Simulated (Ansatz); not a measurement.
Consider vertical spin-state energies of C₃H₇GeN, SMILES [CH3][GeH]([CH3])[C]#N (the Ansatz DFT code, driven from Python).

`spin_c3h7gen.py`
```python
'''Gap between spin states of C3H7GeN at one geometry.'''

from dataclasses import dataclass

import ansatz as az


@dataclass(frozen=True)
class RunConfig:
    basis: str = 'def2-SVPD'
    method: str = 'mp2'


cfg = RunConfig()


def main() -> None:
    c3h7gen = (
        az.Crystal.molecule()
        .atom('C', (-1.577, -0.5204, -0.2505))
        .atom('Ge', (-0.0115, 0.2587, 0.5235))
        .atom('C', (1.5018, -0.7176, -0.1517))
        .atom('C', (0.226, 2.0969, 0.0402))
        .atom('N', (0.2515, 3.1939, -0.2679))
        .atom('H', (-2.5071, 0.0992, 0.1123))
        .atom('H', (-1.6908, -1.5426, 0.0217))
        .atom('H', (-1.5344, -0.3683, -1.3734))
        .atom('H', (-0.0743, 0.1521, 2.1094))
        .atom('H', (1.5852, -0.6275, -1.2189))
        .atom('H', (1.4296, -1.788, 0.1632))
        .atom('H', (2.4782, -0.2916, 0.326))
    )

    calculation = (
        c3h7gen.calculation()
        .basis(gaussian=cfg.basis)
        .correlation(cfg.method)
    )
    found = {}
    for unpaired in [0, 2]:
        rep = calculation.spin('collinear', total=unpaired).run(threads=1, backend='cpu').report
        s = unpaired / 2
        found[unpaired] = rep['free_energy_ev']
        print(f'2S+1 = {unpaired + 1}: E = {found[unpaired]:.5f} eV, <S^2> = {abs(rep["mean_field"]["state"]["spin_squared"]):.3f} (pure state {s * (s + 1):.2f})')
    lowest = min(found, key=found.get)
    for unpaired, e in found.items():
        print(f'multiplicity {unpaired + 1}: {23.060548 * (e - found[lowest]):.1f} kcal/mol above the lowest')


if __name__ == '__main__':
    main()
```

Which spin state is lowest at this geometry, and how far above lie the others?

In order: multiplicity 1 (+0.00 eV) and multiplicity 3 (+7.27 eV), all at the one geometry.

The run itself:

Running `python spin_c3h7gen.py` prints:
```text
2S+1 = 1: E = -61169.51498 eV, <S^2> = 0.000 (pure state 0.00)
2S+1 = 3: E = -61162.24052 eV, <S^2> = 2.016 (pure state 2.00)
multiplicity 1: 0.0 kcal/mol above the lowest
multiplicity 3: 167.8 kcal/mol above the lowest
```

Reading the output:
- The settings weren't tested for convergence.
- The geometry is a force-field or estimated start, not a minimum of this method, and the basis set is short of its limit. All parts are taken at fixed geometry, without zero-point energy.
- S² is that of the Hartree-Fock reference.
- The whole script took 2.1 min on 1 thread of Arm Neoverse V2, on a shared host, peak memory 0.77 GiB.

(Lines on the test bed's own set-up are left out of the output.)
